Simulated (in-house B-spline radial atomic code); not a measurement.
# Ag⁺: a test of the spline order

How far can the spline order be changed before the Ag⁺ run goes wrong?

The numbers are computed with in-house B-spline radial atomic code version 1 (non-relativistic PW91, spin-polarised, spherical fractional occupations, point nucleus, basis-set limit), except any that are marked as measured or tabulated.

## 1. Starting point

- element: silver (Z = 47)
- charge: +1
- electrons: 46
- configuration: [Kr] 4d10
- Hamiltonian: non-relativistic
- nucleus: point

The outer shells:

[Kr] 4d10
```
[Kr] core
4d [↑↓][↑↓][↑↓][↑↓][↑↓]
```

Where spins are not typed, each open shell is filled with up spins first.

A run counts as converged when the orbital gradient is under the tolerance times 47 hartree (or under the basis's noise floor) and the energy moved by less than 1e-8 hartree times the root of its size. Energy differences under 2e-05 hartree are noise.

## 2. Reference run with standard settings

The run's settings:

```ini
Z = 47
electrons = 46.0
configuration = [Kr] 4d10
hamiltonian = nr
method = pw91,pw91
spin_polarised = True
knot_spacing = 0.22
spline_order = 8
gauss_points = 12
box_radius = 35.29
max_iterations = 70
damping = 0.5
damped_steps = 3
diis_vectors = 10
tolerance = 1e-08
start = Thomas-Fermi
```

Run with:

```sh
> python run_scf.py task.json out
```

task.json lists these runs, among others, and the program works through them in turn.

## 3. Spline order 3

Settings: those of step 2 with these lines changed.

```diff
@@ -7,3 +7,3 @@
 knot_spacing = 0.22
-spline_order = 8
+spline_order = 3
 gauss_points = 12
```

## 4. Spline order 4

Settings: those of step 3 with these lines changed.

```diff
@@ -7,3 +7,3 @@
 knot_spacing = 0.22
-spline_order = 3
+spline_order = 4
 gauss_points = 12
```

## 5. Spline order 5

Settings: those of step 4 with these lines changed.

```diff
@@ -7,3 +7,3 @@
 knot_spacing = 0.22
-spline_order = 4
+spline_order = 5
 gauss_points = 12
```

## 6. Spline order 6

Settings: those of step 5 with these lines changed.

```diff
@@ -7,3 +7,3 @@
 knot_spacing = 0.22
-spline_order = 5
+spline_order = 6
 gauss_points = 12
```

## 7. Spline order 7

Settings: those of step 6 with these lines changed.

```diff
@@ -7,3 +7,3 @@
 knot_spacing = 0.22
-spline_order = 6
+spline_order = 7
 gauss_points = 12
```

## 8. Spline order 10

Settings: those of step 7 with these lines changed.

```diff
@@ -7,3 +7,3 @@
 knot_spacing = 0.22
-spline_order = 7
+spline_order = 10
 gauss_points = 12
```

**Question.** Which of these runs converge to the reference energy, which miss it and by about how much, and which fail?

The runs gave:

| run | outcome | iterations | energy less the reference (hartree) |
| --- | --- | --- | --- |
| reference | converged | 10 | 0 |
| spline order 3 | converged | 10 | +0.151 |
| spline order 4 | converged | 9 | +0.00269 |
| spline order 5 | converged | 10 | +8.32e-05 |
| spline order 6 | converged | 10 | below noise |
| spline order 7 | converged | 9 | below noise |
| spline order 10 | converged | 9 | below noise |

**Reading.** Of 6 changed inputs, 3 gave the reference energy within 2e-05 hartree and 3 converged to another value. The worst converged miss is +0.151 hartree (spline order 3): splines of so low an order are too stiff.
